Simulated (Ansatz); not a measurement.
# GeH₃LiO: single points off equilibrium

One table from this session's results is given with a row withheld; the runs are named, their logs left out.

The runs use Ansatz 0.2.0, Gaussian basis; single points in def2-TZVPP.

Correlated methods freeze the cores. Filled d shells of the heavier atoms are correlated. The outer core shell of Li, Na, Mg and K is correlated. B3LYP uses VWN-RPA correlation.

**The starting structure**

SMILES `[Li][O][GeH3]`, 6 atoms, charge 0, spin multiplicity 1.

Atoms are counted from 1 here; the program's logs count them from 0.

Bond lengths: Li1–O2 1.510 Å, O2–Ge3 1.622 Å, Ge3–H4 1.745 Å, Ge3–H5 1.413 Å, Ge3–H6 1.686 Å. Angles: Li1–O2–Ge3 161.9°, O2–Ge3–H4 111.6°, O2–Ge3–H5 118.7°, O2–Ge3–H6 101.3°, H4–Ge3–H5 111.6°, H4–Ge3–H6 104.7°, H5–Ge3–H6 107.4°.

Coordinates:

```xyz
6

Li    1.0593   -2.1187    0.9862
O     0.3393   -0.8824    0.5035
Ge   -0.0587    0.4321   -0.3603
H    -1.2872    0.0724   -1.5455
H     0.9759    1.2230   -0.9081
H    -0.8454    1.3649    0.8030
```

Set-up of the first run:

The input, run/in.yaml:

```yaml
crystal:
  periodic: [false, false, false]
  atoms:
    - {symbol: Li, position_ang: [1.059300, -2.118700, 0.986200]}
    - {symbol: O, position_ang: [0.339300, -0.882400, 0.503500]}
    - {symbol: Ge, position_ang: [-0.058700, 0.432100, -0.360300]}
    - {symbol: H, position_ang: [-1.287200, 0.072400, -1.545500]}
    - {symbol: H, position_ang: [0.975900, 1.223000, -0.908100]}
    - {symbol: H, position_ang: [-0.845400, 1.364900, 0.803000]}
basis:
  gaussian: {orbitals: def2-TZVPP}
correlation: {method: ccsd_t}
output: {forces: true}
```

No record of the launch command was kept for these runs.

Among the steps run: CCSD(T)/def2-TZVPP; PBE0-D4/def2-TZVPP; wB97M-V/def2-TZVPP; r2SCAN-D4/def2-TZVPP; PBE-D4/def2-TZVPP; r2SCANh-D4/def2-TZVPP; B3LYP-D4/def2-TZVPP.

One table of the session follows, with a row left open; its other results are not shown here.

| method | RMS force component (eV/Å) | angle to CCSD(T) forces (°) | dipole (D) |
| --- | --- | --- | --- |
| CCSD(T) | 1.955 | reference | 6.90 |
| PBE0-D4 | 1.925 | 2.5 | 6.82 |
| wB97M-V | 1.968 | 1.3 | 6.80 |
| r2SCAN-D4 | 1.917 | 1.0 | 6.93 |
| PBE-D4 | 1.998 | 5.8 | 6.75 |
| r2SCANh-D4 | ? | ? | ? |
| B3LYP-D4 | 1.976 | 3.7 | 6.77 |

Q: Estimate the row for r2SCANh-D4 from the others.

The run gave: RMS force component (eV/Å): 1.904; angle to CCSD(T) forces (°): 1.7; dipole (D): 6.93. In the column «RMS force component (eV/Å)» it is the lowest.
